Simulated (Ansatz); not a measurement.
# BBrH4: the cost of one run

Method: RKS PBE/def2-TZVP, in Ansatz 0.2.0.

## Step 1: The starting structure

Bond lengths: B1–H3 1.190 Å, B1–H4 1.190 Å, B1–Br5 2.340 Å, Br5–H6 1.661 Å. Angles: H3–B1–H4 120.0°, H3–B1–Br5 97.0°, H4–B1–Br5 101.2°, B1–Br5–H6 53.8°.

Structure file:

```xyz
6

B     0.0000    0.0000    0.0000
H     0.0000    0.0000    1.5400
H     1.0305    0.0000   -0.5950
H    -1.0305    0.0000   -0.5950
Br    0.0978   -2.2185    0.7379
H     0.0382   -0.8668    1.7013
```

## Step 2: Pulling towards end A

Springs on the bonds that form and break draw the guess towards this end; the thresholds are loose.

input.yaml reads:

```yaml
crystal:
  periodic: [false, false, false]
  atoms:
    - { symbol: B, position_ang: [0.0, 0.0, 0.0] }
    - { symbol: H, position_ang: [0.0, 0.0, 1.54] }
    - { symbol: H, position_ang: [1.0305, 0.0, -0.595] }
    - { symbol: H, position_ang: [-1.0305, 0.0, -0.595] }
    - { symbol: Br, position_ang: [0.0978, -2.2185, 0.7379] }
    - { symbol: H, position_ang: [0.0382, -0.8668, 1.7013] }
basis:
  gaussian: { orbitals: def2-TZVP }
hamiltonian:
  xc: pbe
relax:
  f_tol: 0.15
  max_steps: 25
  restrain:
    - { distance: [0, 4], at: 3.24, k: 30.0 }
    - { distance: [5, 1], at: 1.86, k: 30.0 }
    - { distance: [0, 1], at: 1.19, k: 30.0 }
    - { distance: [5, 4], at: 1.55, k: 30.0 }
output:
  orbitals: {}
```

Launch:

```bash
> ansatz run input.yaml --threads 2 --pin off --max-ram 3072MiB --backend cpu --events-out ev --progress --plain --runs-dir out
```

What time and memory should one allow on 2 threads of Intel Xeon Platinum 8259CL at 2.50GHz (Skylake/Cascade Lake), shared host?

About 13 s, with a peak of 0.17 GiB.
